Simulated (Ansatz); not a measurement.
**Co (hcp type): how the settings move a single-point run**

Question: which choices in the input matter for Co (hcp type)?

Computed with Ansatz 0.2.0 (reference: DFT, PBEsol, PAW with other files of Ansatz's library (source ansatz), scalar-relativistic, unless a step's input says otherwise).

1 further run of the same task is left out (it didn't finish). Runs told in other sessions of the task aren't counted.

## (1) The starting structure

It takes space group P6_3/mmc (No. 194, hexagonal). Conventional cell: a = 2.390 Å, b = 2.390 Å, c = 3.858 Å, α = 90.00°, β = 90.00°, γ = 120.00°. Around Co (site symmetry -6m2) lie 12 Co at 2.37 to 2.39 Å.

Coordinates:

```
CELL_PARAMETERS angstrom
2.39036 0.00000 0.00000
-1.19518 2.07011 0.00000
0.00000 0.00000 3.85826
ATOMIC_POSITIONS crystal
Co 0.33333 0.66667 0.25000
Co 0.66667 0.33333 0.75000
```

## (2) Baseline

input.yaml reads:

```yaml
crystal:
  lattice:
    - [2.3903580772, 0.0, 0.0]
    - [-1.1951790386, 2.070110819, 0.0]
    - [0.0, 0.0, 3.8582634399]
  atoms:
    - { symbol: Co, position: [0.3333333333, 0.6666666667, 0.25], spin: 1.7 }
    - { symbol: Co, position: [0.6666666667, 0.3333333333, 0.75], spin: 1.7 }
magnetization:
  spin_polarized: true
kpoints:
  mp_grid: { grid: [20, 20, 11] }
scf:
  occupations: { method: fermi_dirac, width: 0.05 }
hamiltonian:
  xc: pbesol
  pseudopotentials: { kind: paw, source: ansatz }
output:
  forces: true
  stress: true
  eigenvalues: true
```

Launch:

```bash
> ansatz run input.yaml --threads 1 --pin off --max-ram 3072MiB --backend cpu --events-out ev --progress --plain --runs-dir out
```

## (3) A run with other settings

Edit input.yaml of step 2 so:

```diff
@@ -17,2 +17,4 @@
   pseudopotentials: { kind: paw, source: ansatz }
+  dispersion: d3bjatm
+  hubbard: { sites: [{ species: Co, l: d, u_eff: 6.0 }], double_counting: amf }
 output:
```

(Steps that only read results are left out.)

Before running it: what results should come out? Wanted: for each run, ending; energy change.

The runs gave:

| run | ending | energy change | cycles | time |
| --- | --- | --- | --- | --- |
| reference | converged | - | 9 | 51 s |
| 1: dispersion d3bjatm, hubbard.sites [{species: Co, l: d, u_eff: 6.0}], hubbard.double_counting amf | timeout | - | 29 | 4.4 min |

Residual by cycle in the longest SCF loop of each run; runs are numbered as in the table. The quantity is the density residual dr2, in eV.

| cycle | reference | run 1 |
| --- | --- | --- |
| 1 | 0.707 | 0.55 |
| 2 | 0.211 | 0.0263 |
| 3 | 0.00463 | 0.00166 |
| 4 | 0.00579 | 8.8e-4 |
| 5 | 1.1e-4 | 0.00745 |
| 6 | 9.5e-6 | 0.00564 |
| 7 | 1.5e-6 | 7.0e-4 |
| 8 | 1.8e-8 | 4.6e-5 |
| 9 | 6.0e-9 | 8.8e-7 |
| 10 | - | 1.4e-8 |

With the changed dispersion term, Hubbard U and double counting of the Hubbard term the run ends out of time, 29 SCF cycles. The structure is not at rest: the sound run finds 25 GPa, so these are no properties of the relaxed crystal.  1 of the 1 altered inputs did not end normally.
